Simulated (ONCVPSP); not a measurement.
**W: generating and testing an ONCV potential**

Task: generate the file, and judge it by its errors in other configurations, its logarithmic derivatives, its ghosts and its cutoff.

The numbers are computed with ONCVPSP 4.0.1.1 (patched build) (PBE, scalar-relativistic, spin-unpolarised reference atom).

### Step 1. The atom and the settings

Typed settings, in words:

```json
{
  "element": "tungsten (W, Z = 74)",
  "type": "optimised norm-conserving Vanderbilt (ONCV)",
  "frozen core": "[Kr] 4d10 4f14",
  "valence charge": "14",
  "reference configuration": "5s2 5p6 5d4 (charge +2)",
  "partial waves": "5s: rc 1.55 bohr, ncon 5, nbas 8, qcut 6.5 1/bohr, 1 projector; 5p: rc 1.50 bohr, ncon 4, nbas 9, qcut 8.9 1/bohr, 2 projectors, debl 0.9 Ha; 5d: rc 1.90 bohr, ncon 4, nbas 8, qcut 6.2 1/bohr, 2 projectors, debl 1.2 Ha",
  "local potential": "polynomial inside 0.95 bohr (lpopt 1, dvloc0 0 Ha)",
  "core correction": "not asked for"
}
```

### Step 2. The generation run

The input, W.dat:

```
# ATOM AND REFERENCE CONFIGURATION
# atsym  z   nc   nv     iexc    psfile
  W 74.00   10    3        4      upf
#
#   n    l    f
    1    0    2.00
    2    0    2.00
    2    1    6.00
    3    0    2.00
    3    1    6.00
    3    2   10.00
    4    0    2.00
    4    1    6.00
    4    2   10.00
    4    3   14.00
    5    0    2.00
    5    1    6.00
    5    2    4.00
#
# PSEUDOPOTENTIAL AND OPTIMIZATION
# lmax
    2
#
#   l,   rc,      ep,       ncon, nbas, qcut
    0    1.55    0.00    5    8    6.50
    1    1.50    0.00    4    9    8.90
    2    1.90    0.00    4    8    6.20
#
# LOCAL POTENTIAL
# lloc, lpopt,  rc(5),   dvloc0
    4    1    0.95    0.00
#
# VANDERBILT-KLEINMAN-BYLANDER PROJECTORs
# l, nproj, debl
    0    1    0.40
    1    2    0.90
    2    2    1.20
#
# MODEL CORE CHARGE
# icmod, fcfact, rcfact
    0    0.00    0.00
#
# LOG DERIVATIVE ANALYSIS
# epsh1, epsh2, depsh
   -5.00    5.00    0.04
#
# OUTPUT GRID
# rlmax, drl
    6.00    0.01
#
# TEST CONFIGURATIONS
# ncnf
    4
# nvcnf
#   n    l    f
    4
    5    0    2.00
    5    1    6.00
    5    2    4.00
    6    0    2.00
#
    4
    5    0    2.00
    5    1    6.00
    5    2    4.00
    6    0    1.00
#
    3
    5    0    2.00
    5    1    6.00
    5    2    3.00
#
    4
    5    0    1.00
    5    1    6.00
    5    2    4.00
    6    0    2.00
#
```

Command:

```
$ oncvpsp.x < W.dat > W.out
```

Before running it: what results should come out? Wanted: cutoffs for 1 and 0.1 mHa per electron, occupied waves; bound ghosts; GHOST(+) flags; largest test error; largest phase difference near zero energy, channels read; projector energies reset by the program.

As calculated:

| quantity | value |
| --- | --- |
| cutoffs for 1 and 0.1 mHa per electron, occupied waves | 35 Ha and 67 Ha |
| bound ghosts | none below the valence levels; a pole at negative energy in s is suspect |
| GHOST(+) flags | s at -82 eV, p at 303 eV |
| largest test error (AE − PS) | -6.1 meV, for 5s2 5p6 5d3 (3 tests unsolved) |
| largest phase difference near zero energy, channels read | 3.102 rad |
| projector energies reset by the program | p: -2.179, 0.250 Ha |

In words: The worst unpolarised test, 5s2 5p6 5d3, is off by 6.1 meV on 25.4 eV; by total energies transferability rates as good where solved. Of the tests 3 gave no usable energy difference, which is a warning in itself. The potential is hard: the looser tolerance needs 35 Ha. At the looser tolerance the 5s wave is the slowest; 5p needs 28 Ha. The ghost test, which looks below the valence levels, finds nothing, but the pseudo curve has an extra pole at negative energy (s at -3.06 Ha): a spurious bound state among the atom's levels is likely, and the file can't be cleared. Near zero energy the largest phase difference among the channels read is 3.10 rad, in the s channel. A step near π is an extra or missing state, not a misfit of shape. The pseudo curves have a pole with no partner nearby in the atom's: s at -3.06 Ha. The program also flags highly localised states, GHOST(+) (s, p). Note that the frozen 4f shell (-49 eV) lies higher than the valence 5s shell (-95 eV). All of this concerns the isolated atom, not yet a solid.
